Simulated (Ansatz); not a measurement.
What does this script print? It uses Ansatz 0.2.0, Python API.

The script, `torsion_ch7bsn.py`:
```python
'''Energy of CH7BSn as one group turns about a bond.'''

import logging
import sys

import ansatz as az
from ase import Atoms

logging.basicConfig(stream=sys.stdout, format='%(levelname)s %(message)s')
logger = logging.getLogger('run')
logger.setLevel(logging.INFO)

BASIS = 'def2-SVP'
XC = 'pbe0'
FMAX = 0.02
LEVEL = 'mp2'

atoms = Atoms(['B', 'C', 'Sn', 'H', 'H', 'H', 'H', 'H', 'H', 'H'], positions=[
    (-1.2887, 0.3111, -0.907),
    (0.1925, 0.6078, -0.6064),
    (0.7775, -0.643, 1.0059),
    (-1.6299, -0.7081, -1.2474),
    (-2.1137, 1.2329, -0.848),
    (0.3493, 1.6895, -0.3283),
    (0.8287, 0.3761, -1.5004),
    (0.6007, -2.3035, 0.573),
    (-0.1407, -0.2469, 2.4788),
    (2.5074, -0.367, 1.3828),
])

# relax first, so that the scan starts from a minimum
first = (
    az.Crystal.molecule_from_ase(atoms).calculation()
    .basis(gaussian=BASIS)
    .functional(XC)
    .relax(force_tolerance=FMAX, max_steps=80)
)
atoms.positions = first.run(threads=1).report['positions_ang']

start = atoms.get_dihedral(0, 1, 2, 7)
energies = {}
for turn in range(0, 121, 15):
    turned = atoms.copy()
    turned.set_dihedral(0, 1, 2, 7, start + turn, indices=[2, 7, 8, 9])
    calc = (
        az.Crystal.molecule_from_ase(turned).calculation()
        .basis(gaussian=BASIS)
        .correlation(LEVEL)
    )
    energies[round((start + turn) % 360)] = calc.run(threads=1).report['free_energy_ev']
floor = min(energies.values())
logger.info('dihedral B0-C1-Sn2-H7 (deg)   E - E(min) (kcal/mol)')
for angle, e in sorted(energies.items()):
    logger.info(f'{angle:8d} {23.060548 * (e - floor):14.3f}  ' + '#' * int(30 * (e - floor) / max(max(energies.values()) - floor, 1e-9)))
```

```console
$ python torsion_ch7bsn.py
INFO dihedral B0-C1-Sn2-H7 (deg)   E - E(min) (kcal/mol)
INFO       69          0.000
INFO       84          0.010
INFO       99          0.070  ###
INFO      114          0.157  #######
INFO      129          0.259  ###########
INFO      144          0.368  ################
INFO      159          0.477  #####################
INFO      174          0.580  #########################
INFO      189          0.670  ##############################
```

Notes:
- The scan is rigid and the energies are electronic, in a modest basis. With rigid groups the curve can differ much from the relaxed path, the start wasn't checked as a minimum of this torsion, and equivalent turns needn't return to the same energy.
- def2 sets replace the cores of elements past krypton by effective core potentials.
- The start is relaxed with a density functional and scanned with the wavefunction method, so it isn't exactly that method's minimum.
- Run time: 54 s on 1 thread of Arm Neoverse V1, with other jobs on the host, peak memory 0.26 GiB.
